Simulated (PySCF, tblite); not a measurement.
**C4H13GeNSi: geometry, infrared bands and NMR shifts**

Wanted: the infrared bands and NMR shifts of C4H13GeNSi (`[CH3][GeH2][N]1CCC[SiH2]1`), by calculation.

Programs: tblite 0.8.0 and PySCF 2.14.0, with density-fitted response routines of our own. Each step states its level of theory. These are calculated values for one molecule in the gas phase, unless marked as measured. Atoms are numbered from 0 throughout.

## (1) The molecule as given

20 atoms, charge 0, multiplicity 1; geometry from: force field or distance geometry start.

Bonds of the start (Å): C0–Ge1 1.94, Ge1–N2 1.88, N2–C3 1.47, C3–C4 1.55, C4–C5 1.51, C5–Si6 1.83, Si6–N2 1.78, C0–H7 1.11, C0–H8 1.11, C0–H9 1.11, Ge1–H10 1.55, Ge1–H11 1.56, C3–H12 1.11, C3–H13 1.11, C4–H14 1.10, C4–H15 1.11, C5–H16 1.12, C5–H17 1.11, Si6–H18 1.48, Si6–H19 1.47.

## (2) Relaxing the molecule with GFN2-xTB

What the job is given:

```
{"job": {"kind": "relax", "xc": "GFN2-xTB", "basis": "xTB"}, "charge": 0, "multiplicity": 1}
C     -2.913600     0.317600     0.977600
Ge    -1.568500    -0.620600    -0.052500
N     -0.284800     0.593500    -0.686100
C      0.626000    -0.071200    -1.626300
C      1.779900    -0.764400    -0.851000
C      2.252400     0.159200     0.251500
Si     0.736000     1.099200     0.678300
H     -3.680300    -0.396600     1.336400
H     -2.447100     0.814800     1.852300
H     -3.407800     1.082300     0.337400
H     -2.250500    -1.341200    -1.237800
H     -0.883100    -1.688300     0.860100
H      0.091100    -0.813300    -2.251400
H      1.060900     0.684800    -2.304800
H      1.411500    -1.707400    -0.416100
H      2.613900    -0.997500    -1.539700
H      2.643400    -0.409600     1.127200
H      3.027200     0.857500    -0.126000
H      0.196300     0.666800     1.987700
H      0.992000     2.545200     0.642500
```

Run with:

```sh
$ OMP_NUM_THREADS=1 python probes_run.py task.json out
```

This one command runs all jobs of the session in turn.

**Question.** This job is followed by: GFN2-xTB harmonic vibrations, gas phase; GIAO PBE0/pcSseg-1 NMR shielding, non-relativistic, gas phase. What will the session give for the following? strongest single infrared mode (GFN2-xTB); zero-point energy (GFN2-xTB); 13C shifts against TMS (PBE0/pcSseg-1); 1H shifts against TMS (PBE0/pcSseg-1, means over atoms taken as alike); 73Ge shifts against GeMe4 (PBE0/pcSseg-1); 15N shifts against NH3 (PBE0/pcSseg-1); 29Si shifts against TMS (PBE0/pcSseg-1); surface potential, 1st and 99th percentile.

**Answer**, as computed:

| quantity | value |
| --- | --- |
| strongest single infrared mode (GFN2-xTB) | 1911 cm⁻¹, 511 km/mol |
| zero-point energy (GFN2-xTB) | 97.3 kcal/mol |
| 13C shifts against TMS (PBE0/pcSseg-1) | 56.1, 30.8, 11.6, -5.1 ppm |
| 1H shifts against TMS (PBE0/pcSseg-1, means over atoms taken as alike) | 4.87, 4.73, 3.04, 1.88, 1.03, 0.58 ppm |
| 73Ge shifts against GeMe4 (PBE0/pcSseg-1) | -65 ppm |
| 15N shifts against NH3 (PBE0/pcSseg-1) | 17.5 ppm |
| 29Si shifts against TMS (PBE0/pcSseg-1) | -22.7 ppm |
| surface potential, 1st and 99th percentile | -0.50 V and 0.93 V |

In words: The optimisation took 173 steps and gained 0.514 eV; among the close pairs (by a distance rule), C5–Si6 changed most, from 1.834 to 1.898 Å. No mode is imaginary among the 54: a minimum at this level. The strongest single mode, at 1911 cm⁻¹, moves mainly H11. Unscaled tight-binding wavenumbers are off by several per cent, some by more. Its intensities can rank the bands wrongly. C3 (sp3 CH2 bonded to N) lies farthest downfield among carbon, at 56.1 ppm; pulled downfield by the heteroatom. At PBE0/pcSseg-1: The widest tensor belongs to Ge1: span 262 ppm, with a paramagnetic part of -1360 ppm. Spin-orbit coupling is left out, which matters for shieldings and couplings at and beside the heavy atoms.
